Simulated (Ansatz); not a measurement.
# CH₄N₂Si: how energies converge with the basis set

One table from this session's results is given with a row withheld; the runs are named, their logs left out.

The runs use Ansatz 0.2.0, Gaussian basis; one geometry, several basis sets.

The runs, in order: PBE0-D4/def2-SVP; ωB97M-V/def2-SVP; PBE0-D4/def2-QZVPP; ωB97M-V/def2-QZVPP; the functionals' def2-TZVPP values are taken from earlier runs.

### The geometry

An earlier PBE0-D4 in a triple-zeta def2 set relaxation fixed the geometry.

SMILES `N[SiH]1C=N1`, 8 atoms, charge 0, spin multiplicity 1.

Atoms are counted from 1 here; the program's logs count them from 0.

Bond lengths: N1–Si2 1.694 Å, N1–H5 1.006 Å, N1–H6 1.006 Å, Si2–C3 1.762 Å, Si2–N4 1.772 Å, Si2–H7 1.473 Å, C3–N4 1.291 Å, C3–H8 1.094 Å. Angles: Si2–N1–H5 123.2°, Si2–N1–H6 121.4°, H5–N1–H6 112.9°, N1–Si2–C3 124.3°, N1–Si2–N4 122.8°, N1–Si2–H7 108.9°, C3–Si2–N4 42.8°, C3–Si2–H7 124.1°, N4–Si2–H7 118.9°, Si2–C3–N4 69.0°, Si2–C3–H8 163.8°, N4–C3–H8 127.1°, Si2–N4–C3 68.2°.

Geometry (Å):

```csv
atom,x (Å),y (Å),z (Å)
N1,-0.5903,1.3338,-0.1784
Si2,0.4801,0.0739,0.1894
C3,0.0291,-1.6288,0.2456
N4,0.6708,-1.3548,-0.8405
H5,-1.4833,1.1864,-0.6166
H6,-0.2772,2.2875,-0.2386
H7,1.6681,0.6364,0.8536
H8,-0.4055,-2.5915,0.5297
```

Set-up of the first run:

Contents of in.yaml:

```yaml
crystal:
  periodic: [false, false, false]
  atoms:
    - {symbol: N, position_ang: [-0.590254, 1.333761, -0.178388]}
    - {symbol: Si, position_ang: [0.480139, 0.073940, 0.189445]}
    - {symbol: C, position_ang: [0.029123, -1.628834, 0.245588]}
    - {symbol: N, position_ang: [0.670798, -1.354824, -0.840497]}
    - {symbol: H, position_ang: [-1.483296, 1.186425, -0.616563]}
    - {symbol: H, position_ang: [-0.277162, 2.287475, -0.238619]}
    - {symbol: H, position_ang: [1.668113, 0.636410, 0.853553]}
    - {symbol: H, position_ang: [-0.405460, -2.591453, 0.529681]}
basis:
  gaussian: {orbitals: def2-SVP}
hamiltonian: {xc: pbe0, dispersion: d4}
output: {orbitals: {seedname: orbitals}}
```

The run is started by

```sh
> ansatz run in.yaml --threads 2 --pin off --events-out ev --progress --plain --max-ram 4352MiB
```

Among the steps run: PBE0-D4 in def2-SVP; ωB97M-V in def2-SVP; PBE0-D4 in def2-QZVPP; ωB97M-V in def2-QZVPP.

One of the session's tables, all rows but one given; the rest of the session is left out.

| functional | basis | HOMO (eV) | LUMO (eV) |
| --- | --- | --- | --- |
| PBE0-D4 | def2-SVP | -5.96 | -0.27 |
| PBE0-D4 | def2-TZVPP | -6.13 | -0.57 |
| PBE0-D4 | def2-QZVPP | -6.18 | -0.68 |
| ωB97M-V | def2-SVP | -8.16 | 2.19 |
| ωB97M-V | def2-TZVPP | -8.35 | 1.68 |
| ωB97M-V | def2-QZVPP | ? | ? |

**Question.** Estimate the row for ωB97M-V, def2-QZVPP.

As computed: HOMO (eV): -8.40; LUMO (eV): 1.43. In the column «HOMO (eV)» it is the lowest.
